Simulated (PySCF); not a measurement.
# [Yb(NH3)]3+: how settings move a single point

Aim: repeat the single point on relaxed [Yb(NH3)]3+ with altered settings, some of them bad on purpose. It is a constructed species; whether it can be made isn't addressed.

The runs use PySCF 2.14.0; B3LYP, Yb lcecp-1-SVP with ECP59, N def2-SVP, H def2-SVP; scalar-relativistic core potentials, no spin–orbit coupling.

2 further runs of the same task are left out: 2 for a known fault of the program.

**1. Where the work starts**

5 atoms, charge 3, spin multiplicity 1.

Bond lengths: Yb1–N2 2.275 Å, N2–H3 1.052 Å, N2–H4 1.052 Å, N2–H5 1.052 Å. Angles: Yb1–N2–H3 116.0°, Yb1–N2–H4 116.0°, Yb1–N2–H5 116.0°, H3–N2–H4 102.3°, H3–N2–H5 102.3°, H4–N2–H5 102.3°.

Coordinates:

```csv
atom,x (Å),y (Å),z (Å)
Yb1,0.0000,0.0000,-0.1169
N2,0.0000,0.0000,2.1581
H3,0.9456,0.0000,2.6186
H4,-0.4728,0.8189,2.6186
H5,-0.4728,-0.8189,2.6186
```

Formal oxidation states: Yb +3. Each metal's 13 4f electrons lie in its core potential, so multiplicities, spins and levels count the valence alone. An earlier session relaxed this geometry at B3LYP, Yb lcecp-1-SVP with ECP59, N def2-SVP, H def2-SVP (singlet, point group C3v).

The sound run used a (50, 194) grid (finer on f atoms), a threshold of 1e-8 and at most 55 cycles, and ended at -94.587046 Eh.

**2. Altered run 1**

Input file run.py (the lines that set the calculation):

```python
mol = gto.M(atom='''
Yb     0.00000     0.00000    -0.11690
N      0.00000     0.00000     2.15812
H      0.94557     0.00004     2.61857
H     -0.47282     0.81887     2.61857
H     -0.47275    -0.81891     2.61857''',
    basis={'Yb': 'lcecp-1-SVP', 'N': 'def2-SVP', 'H': 'def2-SVP'},
    ecp={'Yb': 'lcecp-1-SVP'},
    charge=3, spin=0)
mf = dft.RKS(mol, xc='B3LYP')
mf.grids.atom_grid = (50, 194)  # f atoms: unpruned, at least (60, 302)
mf = mf.density_fit()  # fitting sets: Yb AutoAux, N def2-universal-JKFIT, H def2-universal-JKFIT
mf.conv_tol = 1e-08; mf.max_cycle = 55
mf.kernel(dm0)  # dm0: smeared density
```

The run is started by

```console
OMP_NUM_THREADS=2 python run.py
```

The program printed:

```text
init E= -94.5723123571908
  HOMO = -1.03409010149777  LUMO = -0.770751672258631  gap/eV = 7.16580
cycle= 1 E= -94.5867834536737  delta_E= -0.0145  |g|= 0.0289  |ddm|= 0.0452
  HOMO = -1.02240119406915  LUMO = -0.774405582105668  gap/eV = 6.74830
cycle= 2 E= -94.5864879947149  delta_E= 0.000295  |g|= 0.0486  |ddm|= 0.0859
  HOMO = -1.02943340470746  LUMO = -0.77314371445933  gap/eV = 6.97400
cycle= 3 E= -94.5870436384661  delta_E= -0.000556  |g|= 0.00227  |ddm|= 0.0409
  HOMO = -1.02972877328872  LUMO = -0.77248425610036  gap/eV = 6.99998
cycle= 4 E= -94.5870456419529  delta_E= -2e-06  |g|= 0.000322  |ddm|= 0.00437
  HOMO = -1.02979816984141  LUMO = -0.772492307495918  gap/eV = 7.00165
cycle= 5 E= -94.5870456631023  delta_E= -2.11e-08  |g|= 2.87e-05  |ddm|= 0.00025
  HOMO = -1.02980111198989  LUMO = -0.772489538875215  gap/eV = 7.00180
cycle= 6 E= -94.5870456633198  delta_E= -2.17e-10  |g|= 5.01e-06  |ddm|= 2.91e-05
  HOMO = -1.02980102493375  LUMO = -0.772489617469417  gap/eV = 7.00180
Extra cycle  E= -94.5870456633251  delta_E= -5.29e-12  |g|= 2.45e-06  |ddm|= 6.8e-06
converged SCF energy = -94.5870456633251
```

It took 1.7 s on 2 threads of Arm Neoverse V2, shared host.

Changed: the starting guess (smeared density). It converges in 6 cycles, at the sound run's energy within 0.001 eV, with a largest force component of 0.00 eV/Å. The result survives the change.

**3. Altered run 2**

Input file run.py (the lines that set the calculation):

```python
mol = gto.M(atom='''
Yb     0.00000     0.00000    -0.10989
N      0.00000     0.00000     2.02864
H      0.88884     0.00003     2.46146
H     -0.44445     0.76974     2.46146
H     -0.44439    -0.76977     2.46146''',
    basis={'Yb': 'lcecp-1-SVP', 'N': 'def2-SVP', 'H': 'def2-SVP'},
    ecp={'Yb': 'lcecp-1-SVP'},
    charge=3, spin=0)
mf = dft.RKS(mol, xc='B3LYP')
mf.grids.atom_grid = (50, 194)  # f atoms: unpruned, at least (60, 302)
mf = mf.density_fit()  # fitting sets: Yb AutoAux, N def2-universal-JKFIT, H def2-universal-JKFIT
mf.conv_tol = 1e-08; mf.max_cycle = 55
mf.kernel(dm0)  # dm0: free metal ions and neutral atoms
```

The run is started by

```console
OMP_NUM_THREADS=2 python run.py
```

The program printed:

```text
init E= -87.0067610774173
  HOMO = -1.81129207760961  LUMO = -0.95263703034896  gap/eV = 23.36519
cycle= 1 E= -92.5375075865462  delta_E= -5.53  |g|= 3.08  |ddm|= 3.29
  HOMO = -0.795057382066617  LUMO = -0.790489134059092  gap/eV = 0.12431
cycle= 2 E= -83.438810506131  delta_E=  9.1  |g|= 3.22  |ddm|= 6.55
  HOMO = -1.40141990397864  LUMO = -0.941393581172714  gap/eV = 12.51795
cycle= 3 E= -93.834021643997  delta_E= -10.4  |g|= 1.68  |ddm|= 6.37
  HOMO = -1.36390856759802  LUMO = -0.716244861472075  gap/eV = 17.62383
cycle= 4 E= -94.2610455159769  delta_E= -0.427  |g|= 1.13  |ddm|= 1.03
  HOMO = -1.06972282830325  LUMO = -0.778438173508215  gap/eV = 7.92626
cycle= 5 E= -94.5698251696779  delta_E= -0.309  |g|= 0.103  |ddm|= 1.08
  HOMO = -1.06535244936037  LUMO = -0.773312211515408  gap/eV = 7.94682
cycle= 6 E= -94.5723932014438  delta_E= -0.00257  |g|= 0.0417  |ddm|= 0.162
  HOMO = -1.06672797417258  LUMO = -0.776558306142428  gap/eV = 7.89592
cycle= 7 E= -94.5727922144638  delta_E= -0.000399  |g|= 0.00701  |ddm|= 0.0473
  HOMO = -1.06746756927495  LUMO = -0.775355263912958  gap/eV = 7.94878
cycle= 8 E= -94.5728064626238  delta_E= -1.42e-05  |g|= 0.00073  |ddm|= 0.00958
  HOMO = -1.06736924447855  LUMO = -0.775375655977502  gap/eV = 7.94555
cycle= 9 E= -94.5728066154986  delta_E= -1.53e-07  |g|= 7.99e-05  |ddm|= 0.000945
  HOMO = -1.06738203363672  LUMO = -0.775377454045725  gap/eV = 7.94585
cycle= 10 E= -94.5728066173264  delta_E= -1.83e-09  |g|= 1.01e-05  |ddm|= 7.93e-05
  HOMO = -1.06738428239003  LUMO = -0.775375367268934  gap/eV = 7.94597
Extra cycle  E= -94.57280661732  delta_E= 6.42e-12  |g|= 1.28e-05  |ddm|= 2.47e-05
converged SCF energy = -94.57280661732
```

It took 1.7 s on 2 threads of Arm Neoverse V2, shared host.

Changed: the scale of all coordinates (0.94). It converges in 10 cycles, +0.387 eV from the sound run, with a largest force component of 2.65 eV/Å. The setting is unsound, so these numbers aren't the compound's.

**4. Altered run 3**

Input file run.py (the lines that set the calculation):

```python
mol = gto.M(atom='''
Yb     0.00000     0.00000    -0.11690
N      0.00000     0.00000     2.15812
H      0.94557     0.00004     2.61857
H     -0.17970     0.31122     0.92274
H     -0.47275    -0.81891     2.61857''',
    basis={'Yb': 'lcecp-1-SVP', 'N': 'def2-SVP', 'H': 'def2-SVP'},
    ecp={'Yb': 'lcecp-1-SVP'},
    charge=3, spin=0)
mf = dft.RKS(mol, xc='B3LYP')
mf.grids.atom_grid = (50, 194)  # f atoms: unpruned, at least (60, 302)
mf = mf.density_fit()  # fitting sets: Yb AutoAux, N def2-universal-JKFIT, H def2-universal-JKFIT
mf.conv_tol = 1e-08; mf.max_cycle = 74
mf.kernel(dm0)  # dm0: free metal ions and neutral atoms
```

The run is started by

```console
OMP_NUM_THREADS=2 python run.py
```

The program printed:

```text
init E= -86.9710291822387
  HOMO = -1.8184421808505  LUMO = -1.10991793952478  gap/eV = 19.27993
cycle= 1 E= -91.3249519475643  delta_E= -4.35  |g|= 3.23  |ddm|= 3.44
cycle= 2 E= -79.175308304139  delta_E= 12.1  |g|= 3.52  |ddm|= 6.44
  HOMO = -1.32815620807079  LUMO = -0.943525042909233  gap/eV = 10.46635
cycle= 3 E= -92.3687578122584  delta_E= -13.2  |g|= 2.37  |ddm|= 6.25
  HOMO = -1.40928063887958  LUMO = -0.85039256277107  gap/eV = 15.20812
cycle= 4 E= -92.8066796869689  delta_E= -0.438  |g|= 2.09  |ddm|= 1.07
  HOMO = -1.12507921142117  LUMO = -0.924317194667506  gap/eV = 5.46301
cycle= 5 E= -93.7299693794835  delta_E= -0.923  |g|= 1.08  |ddm|= 1.24
  HOMO = -1.06742393192206  LUMO = -0.858442165600852  gap/eV = 5.68668
cycle= 6 E= -93.8549375957182  delta_E= -0.125  |g|= 0.808  |ddm|= 0.494
  HOMO = -1.02554276713338  LUMO = -0.872262542289835  gap/eV = 4.17097
cycle= 7 E= -93.9946275549944  delta_E= -0.14  |g|= 0.379  |ddm|= 0.443
  HOMO = -0.981555955978386  LUMO = -0.871834236345581  gap/eV = 2.98568
cycle= 8 E= -94.0358622127035  delta_E= -0.0412  |g|= 0.0464  |ddm|= 0.422
  HOMO = -0.982449419930436  LUMO = -0.871307376017231  gap/eV = 3.02433
cycle= 9 E= -94.0363043066326  delta_E= -0.000442  |g|= 0.0231  |ddm|= 0.0534
  HOMO = -0.98496770125524  LUMO = -0.871739518433991  gap/eV = 3.08110
cycle= 10 E= -94.0364605988406  delta_E= -0.000156  |g|= 0.0027  |ddm|= 0.027
  HOMO = -0.98520955148215  LUMO = -0.871814522825005  gap/eV = 3.08564
cycle= 11 E= -94.0364653312851  delta_E= -4.73e-06  |g|= 0.000655  |ddm|= 0.0103
  HOMO = -0.985130249623573  LUMO = -0.871778149903246  gap/eV = 3.08447
cycle= 12 E= -94.0364655652859  delta_E= -2.34e-07  |g|= 0.00049  |ddm|= 0.00253
  HOMO = -0.985163275417648  LUMO = -0.871780072938154  gap/eV = 3.08531
cycle= 13 E= -94.0364656435383  delta_E= -7.83e-08  |g|= 3.12e-05  |ddm|= 0.000777
  HOMO = -0.985162810999334  LUMO = -0.871783689428046  gap/eV = 3.08520
cycle= 14 E= -94.0364656444268  delta_E= -8.88e-10  |g|= 1.28e-05  |ddm|= 0.000123
  HOMO = -0.985166375902519  LUMO = -0.871782912226685  gap/eV = 3.08532
Extra cycle  E= -94.0364656441552  delta_E= 2.72e-10  |g|= 3.43e-05  |ddm|= 4.82e-05
converged SCF energy = -94.0364656441552
```

Wall time 1.9 s (2 threads of Arm Neoverse V2, shared host).

Changed: one atom's place (atom 4 put 1.1 Å from the metal); the cycle limit is 74. It converges in 14 cycles, +14.982 eV from the sound run, with a largest force component of 40.08 eV/Å. The setting is unsound, so these numbers aren't the compound's.

**5. Altered run 4**

Input file run.py (the lines that set the calculation):

```python
mol = gto.M(atom='''
Yb     0.00000     0.00000    -0.11690
N      0.00000     0.00000     2.15812
H      0.94557     0.00004     2.61857
H     -0.47282     0.81887     2.61857
H     -0.47275    -0.81891     2.61857''',
    basis={'Yb': 'lcecp-1-SVP', 'N': 'def2-SVP', 'H': 'def2-SVP'},
    ecp={'Yb': 'lcecp-1-SVP'},
    charge=3, spin=0)
mf = dft.RKS(mol, xc='B3LYP')
mf.grids.atom_grid = (30, 86)  # f atoms: unpruned
mf = mf.density_fit()  # fitting sets: Yb AutoAux, N def2-universal-JKFIT, H def2-universal-JKFIT
mf.conv_tol = 1e-08; mf.max_cycle = 55
mf.kernel(dm0)  # dm0: free metal ions and neutral atoms
```

The run is started by

```console
OMP_NUM_THREADS=2 python run.py
```

The program printed:

```text
init E= -87.0056015353489
  HOMO = -1.79425734532967  LUMO = -0.953341314572922  gap/eV = 22.88249
cycle= 1 E= -92.4317821013989  delta_E= -5.43  |g|= 3.08  |ddm|=  3.2
  HOMO = -0.794475909030334  LUMO = -0.789238101936219  gap/eV = 0.14253
cycle= 2 E= -83.2604886231371  delta_E= 9.17  |g|= 3.32  |ddm|=  6.4
  HOMO = -1.35922101223338  LUMO = -0.938298896669927  gap/eV = 11.45387
cycle= 3 E= -93.947589267118  delta_E= -10.7  |g|= 1.53  |ddm|= 6.18
  HOMO = -1.27453590536859  LUMO = -0.706017552585287  gap/eV = 15.47017
cycle= 4 E= -94.3355563762571  delta_E= -0.388  |g|= 0.992  |ddm|= 1.05
  HOMO = -1.02407118833581  LUMO = -0.779967486801251  gap/eV = 6.64240
cycle= 5 E= -94.5847130765478  delta_E= -0.249  |g|= 0.0878  |ddm|= 1.02
  HOMO = -1.02780516406469  LUMO = -0.770859820396239  gap/eV = 6.99184
cycle= 6 E= -94.5864367770516  delta_E= -0.00172  |g|= 0.0352  |ddm|= 0.122
  HOMO = -1.02943207533242  LUMO = -0.773461279208026  gap/eV = 6.96532
cycle= 7 E= -94.5867307108427  delta_E= -0.000294  |g|= 0.0052  |ddm|= 0.0404
  HOMO = -1.03006490267697  LUMO = -0.7724546660702  gap/eV = 7.00993
cycle= 8 E= -94.586738985702  delta_E= -8.27e-06  |g|= 0.000943  |ddm|= 0.00762
  HOMO = -1.02993017284978  LUMO = -0.772497674881438  gap/eV = 7.00510
cycle= 9 E= -94.5867392433816  delta_E= -2.58e-07  |g|= 5.93e-05  |ddm|= 0.00122
  HOMO = -1.02993574186759  LUMO = -0.772501337650052  gap/eV = 7.00515
cycle= 10 E= -94.5867392445257  delta_E= -1.14e-09  |g|= 1.05e-05  |ddm|= 6.44e-05
  HOMO = -1.02993903436413  LUMO = -0.772499375135307  gap/eV = 7.00529
Extra cycle  E= -94.5867392444941  delta_E= 3.16e-11  |g|= 1.66e-05  |ddm|= 2.68e-05
converged SCF energy = -94.5867392444941
```

Run time: 0.9 s. Hardware: 2 threads of Arm Neoverse V2, shared host.

Changed: the integration grid, to (30, 86). It converges in 10 cycles, +0.008 eV from the sound run, with a largest force component of 0.04 eV/Å. The result survives the change.

**6. Altered run 5**

Input file run.py (the lines that set the calculation):

```python
mol = gto.M(atom='''
Yb     0.00000     0.00000    -0.11690
N      0.00000     0.00000     2.15812
H      0.94557     0.00004     2.61857
H     -0.47282     0.81887     2.61857
H     -0.47275    -0.81891     2.61857''',
    basis={'Yb': 'lcecp-1-SVP', 'N': 'def2-SVP', 'H': 'def2-SVP'},
    ecp={'Yb': 'lcecp-1-SVP'},
    charge=3, spin=12)
mf = dft.UKS(mol, xc='B3LYP')
mf.grids.atom_grid = (50, 194)  # f atoms: unpruned, at least (60, 302)
mf = mf.density_fit()  # fitting sets: Yb AutoAux, N def2-universal-JKFIT, H def2-universal-JKFIT
mf.conv_tol = 1e-08; mf.max_cycle = 86
mf.kernel(dm0)  # dm0: free metal ions and neutral atoms
```

The run is started by

```console
OMP_NUM_THREADS=2 python run.py
```

The program printed:

```text
init E= -95.1687968151561
cycle= 1 E= -80.7584925485999  delta_E= 14.4  |g|= 2.28  |ddm|= 6.99
cycle= 2 E= -59.8195814835804  delta_E= 20.9  |g|= 4.68  |ddm|= 10.6
cycle= 3 E= -85.1546081574468  delta_E= -25.3  |g|= 2.14  |ddm|= 5.56
cycle= 4 E= -89.2790055400246  delta_E= -4.12  |g|= 0.869  |ddm|= 4.06
cycle= 5 E= -89.2925916471078  delta_E= -0.0136  |g|= 0.731  |ddm|= 4.14
cycle= 6 E= -89.5371245132111  delta_E= -0.245  |g|= 0.677  |ddm|= 4.28
cycle= 7 E= -90.3360204071178  delta_E= -0.799  |g|= 0.0694  |ddm|= 1.61
cycle= 8 E= -90.316547950589  delta_E= 0.0195  |g|= 0.136  |ddm|= 0.644
cycle= 9 E= -90.3283081984731  delta_E= -0.0118  |g|= 0.0975  |ddm|= 0.17
cycle= 10 E= -90.3386464981  delta_E= -0.0103  |g|= 0.0432  |ddm|= 0.331
cycle= 11 E= -90.3406137465554  delta_E= -0.00197  |g|= 0.0191  |ddm|= 0.132
cycle= 12 E= -90.3411401665651  delta_E= -0.000526  |g|= 0.00407  |ddm|= 0.108
cycle= 13 E= -90.3411845796192  delta_E= -4.44e-05  |g|= 0.00497  |ddm|= 0.0526
cycle= 14 E= -90.3412304747293  delta_E= -4.59e-05  |g|= 0.00274  |ddm|= 0.0412
cycle= 15 E= -90.3412526204858  delta_E= -2.21e-05  |g|= 0.00105  |ddm|= 0.0418
cycle= 16 E= -90.3412580911163  delta_E= -5.47e-06  |g|= 0.000502  |ddm|= 0.0237
cycle= 17 E= -90.3412593666322  delta_E= -1.28e-06  |g|= 0.000116  |ddm|= 0.0119
cycle= 18 E= -90.3412595071696  delta_E= -1.41e-07  |g|= 5.74e-05  |ddm|= 0.00222
cycle= 19 E= -90.341259554507  delta_E= -4.73e-08  |g|= 3.37e-05  |ddm|= 0.00139
cycle= 20 E= -90.3412595678748  delta_E= -1.34e-08  |g|= 6.72e-06  |ddm|= 0.00144
cycle= 21 E= -90.3412595685916  delta_E= -7.17e-10  |g|= 5.26e-06  |ddm|= 0.000235
Extra cycle  E= -90.3412595684062  delta_E= 1.85e-10  |g|= 1.47e-05  |ddm|= 0.000102
converged SCF energy = -90.3412595684062  <S^2> = 42.002104  2S+1 = 13.000324
```

Run time: 3.1 s. Hardware: 2 threads of Arm Neoverse V2, shared host.

Changed: the spin (12 unpaired electrons); the cycle limit is 86. It converges in 21 cycles, +115.534 eV from the sound run, with a largest force component of 26.97 eV/Å. The setting is unsound, so these numbers aren't the compound's.

**7. Results**

| run | changed | ending | energy change (eV) | cycles | time | usable |
| --- | --- | --- | --- | --- | --- | --- |
| 1 | the starting guess | converged | 0.000 | 6 | 1.7 s | yes |
| 2 | the scale of all coordinates | converged | +0.387 | 10 | 1.7 s | no |
| 3 | one atom's place | converged | +14.982 | 14 | 1.9 s | no |
| 4 | the integration grid | converged | +0.008 | 10 | 0.9 s | yes |
| 5 | the spin | converged | +115.534 | 21 | 3.1 s | no |

2 of 5 altered runs give a usable result. 3 ended normally with numbers unfit to quote.
